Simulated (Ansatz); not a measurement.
Turn this script for Ansatz 0.2.0, Python API into the input file that the command-line program reads.

`energy_ch8albosi.py`
```python
'''Single point of CH8AlBOSi in a Gaussian basis.'''

import ansatz as az

GEOMETRY = '''
B    -2.23920    0.87570   -0.00130
C    -1.18130   -0.00360    0.66450
O    -0.70890   -0.93640   -0.27790
Si    0.83920   -0.32970   -1.03190
Al    2.62900   -0.71030    0.36170
H    -3.40250    0.90970    0.37620
H    -1.97020    1.64180   -0.90020
H    -1.63340   -0.54700    1.47680
H    -0.39270    0.64680    1.19320
H     0.63880    1.09760   -1.29640
H     0.96750   -1.06410   -2.26890
H     3.02230   -2.17790    0.85440
H     3.45170    0.56270    0.86450
'''

ch8albosi = az.Crystal.molecule()
for line in GEOMETRY.strip().splitlines():
    symbol, *xyz = line.split()
    ch8albosi = ch8albosi.atom(symbol, [float(v) for v in xyz])

base = ch8albosi.calculation().basis(gaussian='cc-pVDZ').functional('PBE0', dispersion='d4')
done = base.run(threads=1)
report = done.report

for key in ('converged', 'free_energy_ev', 'reference_energy_ev', 'n_frozen', 'n_occupied', 'n_virtual'):
    print(f'{key:22s} {report[key]}')
```

`python energy_ch8albosi.py` gives:
```text
converged              True
free_energy_ev         -18352.598038733282
reference_energy_ev    -18352.36206131318
n_frozen               0
n_occupied             [27, 27]
n_virtual              [91, 91]
```

`input.yaml`:
```yaml
crystal:
  periodic: [false, false, false]
  atoms:
    - { symbol: B, position_ang: [-2.2392, 0.8757, -0.0013] }
    - { symbol: C, position_ang: [-1.1813, -0.0036, 0.6645] }
    - { symbol: O, position_ang: [-0.7089, -0.9364, -0.2779] }
    - { symbol: Si, position_ang: [0.8392, -0.3297, -1.0319] }
    - { symbol: Al, position_ang: [2.629, -0.7103, 0.3617] }
    - { symbol: H, position_ang: [-3.4025, 0.9097, 0.3762] }
    - { symbol: H, position_ang: [-1.9702, 1.6418, -0.9002] }
    - { symbol: H, position_ang: [-1.6334, -0.547, 1.4768] }
    - { symbol: H, position_ang: [-0.3927, 0.6468, 1.1932] }
    - { symbol: H, position_ang: [0.6388, 1.0976, -1.2964] }
    - { symbol: H, position_ang: [0.9675, -1.0641, -2.2689] }
    - { symbol: H, position_ang: [3.0223, -2.1779, 0.8544] }
    - { symbol: H, position_ang: [3.4517, 0.5627, 0.8645] }
basis:
  gaussian: { orbitals: cc-pVDZ }
hamiltonian:
  xc: pbe0
  dispersion: d4
```

Launched from the shell:
```console
$ ansatz run input.yaml --threads 1 --pin off --max-ram 4096MiB --backend cpu --events-out ev --progress --plain --runs-dir out
Engine: ansatz 0.2.0, aarch64-unknown-linux-gnu
Functional definition: PBE0
  parameter a = 0.25
  parameter kappa = 0.804
  parameter beta = 0.06672455060314922
  exchange = (1 - a)*pbe_x(kappa = kappa, mu = beta*pi^2/3) + a*exact_x
  correlation = pbe_c(beta = beta)
1096 factors; integrals over basis functions are off by at most 1.1e-3 eV
mean field evaluation 1: about -18348.2592 eV, gradient 4.1e1 eV
mean field evaluation 2: about -18337.0023 eV, gradient 8.3e1 eV
mean field evaluation 4: about -18352.0939 eV, gradient 4.9e0 eV
mean field evaluation 8: about -18352.3618 eV, gradient 2.2e-1 eV
mean field evaluation 16: about -18352.3620 eV, gradient 4.9e-5 eV
mean field -18352.36202255 eV, -674.4368646508 hartree, gradient 4.9e-5 eV, S^2 0.000000; 0 other end points of the search recorded, 0 dependent functions left out
reference -18352.36206131 eV, -674.4368660755 hartree; 27, 27 occupied and 91, 91 virtual orbitals, 1096 factors
Total energy: -18352.59803873 eV, -674.4455380857 hartree
```

Reading the output:
- Total energies depend on the basis set; only differences at equal settings carry meaning.
- The geometry is a force-field or estimated start, not a minimum of this method, and the basis set is short of its limit.
- Total less reference energy is the dispersion correction.
- Timing: 6 s on 1 thread of Arm Neoverse V1 (shared host), peak memory 0.31 GiB.

(Lines on the test bed's own set-up are left out of the output.)
